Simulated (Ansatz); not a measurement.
# HfMo: how the settings move a single-point run

Aim: see which settings change the result for HfMo, by how much, and at what cost.

Method: reference: DFT, PBE, PAW with Ansatz's default frozen-core files, scalar-relativistic, in Ansatz 0.2.0.

## (1) The system as given

The structure is orthorhombic, space group Cmmm (No. 65). The conventional cell has a = 3.342 Å, b = 4.945 Å, c = 4.447 Å, α = 90.00°, β = 90.00°, γ = 90.00°. Hf (site symmetry mmm) is surrounded by 4 Mo at 2.78 Å and 4 Hf at 2.98 Å. Around Mo (site symmetry mmm) lie 4 Hf at 2.78 Å and 4 Mo at 2.98 Å.

Structure file:

```cif
data_structure
_symmetry_space_group_name_H-M 'Cmmm'
_symmetry_Int_Tables_number 65
_cell_length_a 3.3424
_cell_length_b 4.9449
_cell_length_c 4.4470
_cell_angle_alpha 90.000
_cell_angle_beta 90.000
_cell_angle_gamma 90.000
_cell_volume 73.50
loop_
_atom_site_label
_atom_site_type_symbol
_atom_site_symmetry_multiplicity
_atom_site_Wyckoff_symbol
_atom_site_fract_x
_atom_site_fract_y
_atom_site_fract_z
_atom_site_occupancy
Hf1 Hf 2 a 0.00000 0.00000 0.00000 1
Mo1 Mo 2 c 0.50000 0.00000 0.50000 1
```

## (2) Baseline

The input, input.yaml:

```yaml
crystal:
  lattice:
    - [1.6712035, -2.472467, 0.0]
    - [1.6712035, 2.472467, 0.0]
    - [0.0, 0.0, 4.447011]
  atoms:
    - { symbol: Hf, position: [0.0, 0.0, 0.0], spin: 0.9 }
    - { symbol: Mo, position: [0.5, 0.5, 0.5], spin: 0.9 }
magnetization:
  spin_polarized: true
  initial_magnetization: 1.8
  spin_locking: { lock_magnetization: hard }
kpoints:
  mp_grid: { grid: [10, 10, 7] }
scf:
  occupations: { method: fermi_dirac, width: 0.05 }
  lower_state_search: "off"
hamiltonian:
  xc: pbe
  pseudopotentials: { kind: paw }
output:
  forces: true
  stress: true
  eigenvalues: true
```

The run is started by

```bash
$ ansatz run input.yaml --threads 1 --pin off --max-ram 3072MiB --backend cpu --events-out ev --progress --plain --runs-dir out
```

## (3) Variant: occupations.width 0.1, mixing.algorithm msr1, mixing.beta 0.3

Edit input.yaml of step 2 so:

```diff
@@ -15,4 +15,5 @@
 scf:
-  occupations: { method: fermi_dirac, width: 0.05 }
+  occupations: { method: fermi_dirac, width: 0.1 }
   lower_state_search: "off"
+  mixing: { algorithm: msr1, beta: 0.3 }
 hamiltonian:
@@ -24 +25,5 @@
   eigenvalues: true
+  write_density: true
+  write_potential: true
+  elf: true
+  volumetric_format: npy
```

**Question.** What will these runs give? Wanted: for each run, ending; energy change; pressure; abs. moment; force.

The runs gave:

| run | ending | energy change | pressure (GPa) | abs. moment (μB) | force (eV/Å) | cycles | time |
| --- | --- | --- | --- | --- | --- | --- | --- |
| reference | converged | 0 | 4.3 | 1.80 | 0.00 | 12 | 19 s |
| 1: occupations.width 0.1, mixing.algorithm msr1, mixing.beta 0.3 | converged | +0.1 meV/atom (σ→0) | 4.4 | 1.80 | 0.00 | 11 | 23 s |

Times don't compare one to one where runs were asked for different outputs or read a saved state (see the inputs); cycles may leave out searches for a lower state.

Residual by cycle in the longest SCF loop of each run; runs are numbered as in the table. The quantity is the density residual dr2, in eV.

| cycle | reference | run 1 |
| --- | --- | --- |
| 1 | 58.7 | 58.6 |
| 2 | 15.3 | 15.3 |
| 3 | 0.437 | 0.439 |
| 4 | 0.0398 | 0.0396 |
| 5 | 0.0278 | 0.0294 |
| 6 | 0.00695 | 0.00693 |
| 7 | 1.5e-4 | 1.5e-4 |
| 8 | 9.7e-6 | 9.1e-6 |
| 9 | 3.6e-7 | 3.6e-7 |
| 10 | 2.1e-8 | 1.9e-8 |
| 11 | 5.1e-10 | 3.9e-10 |
| 12 | 1.0e-10 | - |

What this shows: Changing the smearing and mixing leaves the energy as it was (+0.1 meV/atom).
